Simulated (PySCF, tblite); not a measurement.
# C5H10OS2Si: geometry, infrared bands and NMR shifts

Wanted: the infrared bands and NMR shifts of C5H10OS2Si (`CS/C=C/[Si@@H]1OCCS1`), by calculation.

The runs use tblite 0.8.0 and PySCF 2.14.0, with density-fitted response routines of our own; the level of theory stands in each step. All values are computed, except where a source is named. Atoms are numbered from 0 throughout.

### Step 1. The starting structure

19 atoms, charge 0, multiplicity 1; geometry from: force field or distance geometry start.

Bonds of the start (Å): C0–S1 1.85, S1–C2 1.78, C2–C3 1.35, C3–Si4 1.84, Si4–O5 1.74, O5–C6 1.40, C6–C7 1.49, C7–S8 1.84, S8–Si4 2.16, C0–H9 1.08, C0–H10 1.10, C0–H11 1.13, C2–H12 1.11, C3–H13 1.07, Si4–H14 1.45, C6–H15 1.10, C6–H16 1.13, C7–H17 1.10, C7–H18 1.10.

### Step 2. Relaxing the molecule with GFN2-xTB

The job: settings as JSON, then the geometry in Å.

```
{"job": {"kind": "relax", "xc": "GFN2-xTB", "basis": "xTB"}, "charge": 0, "multiplicity": 1}
C      4.649600     0.032400    -0.542900
S      3.154900    -0.412600    -1.535000
C      1.758200    -0.191200    -0.455800
C      0.486300    -0.218900    -0.900200
Si    -0.834500     0.028900     0.353400
O     -2.275900    -0.888200     0.000000
C     -3.223900    -0.188200     0.756000
C     -3.501100     1.117500     0.097000
S     -1.849000     1.922500     0.100300
H      5.108400     0.915200    -0.973900
H      5.309000    -0.835300    -0.424000
H      4.316900     0.315300     0.504400
H      1.937200    -0.003400     0.621300
H      0.311500    -0.406400    -1.942000
H     -0.405700    -0.145600     1.726600
H     -4.120000    -0.793200     0.981700
H     -2.786600     0.057700     1.763300
H     -4.134700     1.704300     0.784200
H     -3.910400     1.028700    -0.922000
```

The run is started by

```sh
$ OMP_NUM_THREADS=1 python probes_run.py task.json out
```

This one command runs all jobs of the session in turn.

**Question.** This job is followed by: GFN2-xTB harmonic vibrations, gas phase; GIAO PBE0/pcSseg-1 NMR shielding, non-relativistic, gas phase. What will the session give for the following? strongest single infrared mode (GFN2-xTB); zero-point energy (GFN2-xTB); 13C shifts against TMS (PBE0/pcSseg-1); 1H shifts against TMS (PBE0/pcSseg-1, means over atoms taken as alike); 33S shifts against CS2 (PBE0/pcSseg-1); 29Si shifts against TMS (PBE0/pcSseg-1); 17O shifts against H2O (PBE0/pcSseg-1); surface potential, 1st and 99th percentile.

As calculated:

| quantity | value |
| --- | --- |
| strongest single infrared mode (GFN2-xTB) | 1606 cm⁻¹, 405 km/mol |
| zero-point energy (GFN2-xTB) | 87.7 kcal/mol |
| 13C shifts against TMS (PBE0/pcSseg-1) | 161.2, 126.5, 70.2, 36.9, 21.2 ppm |
| 1H shifts against TMS (PBE0/pcSseg-1, means over atoms taken as alike) | 6.44, 5.91, 5.67, 4.46, 3.66, 3.12, 2.68, 2.27 ppm |
| 33S shifts against CS2 (PBE0/pcSseg-1) | 48, -141 ppm |
| 29Si shifts against TMS (PBE0/pcSseg-1) | 8.3 ppm |
| 17O shifts against H2O (PBE0/pcSseg-1) | 53.1 ppm |
| surface potential, 1st and 99th percentile | -1.22 V and 1.22 V |

What this shows: The optimisation took 153 steps and gained 0.831 eV; among the close pairs (by a distance rule), Si4–O5 changed most, from 1.745 to 1.629 Å. All 51 modes are real, so the xTB geometry is a minimum. The strongest single mode, at 1606 cm⁻¹, moves mainly C3 and C2. Unscaled tight-binding wavenumbers are off by several per cent, some by more. Its intensities can rank the bands wrongly. At PBE0/pcSseg-1: Shielding is most anisotropic at S1 (span 448 ppm, paramagnetic term -601 ppm). By nearest atom (PBE0/pcSseg-1), the HOMO sits on S1 43 %; S8 19 % and the LUMO on C2 30 %; C3 23 %.
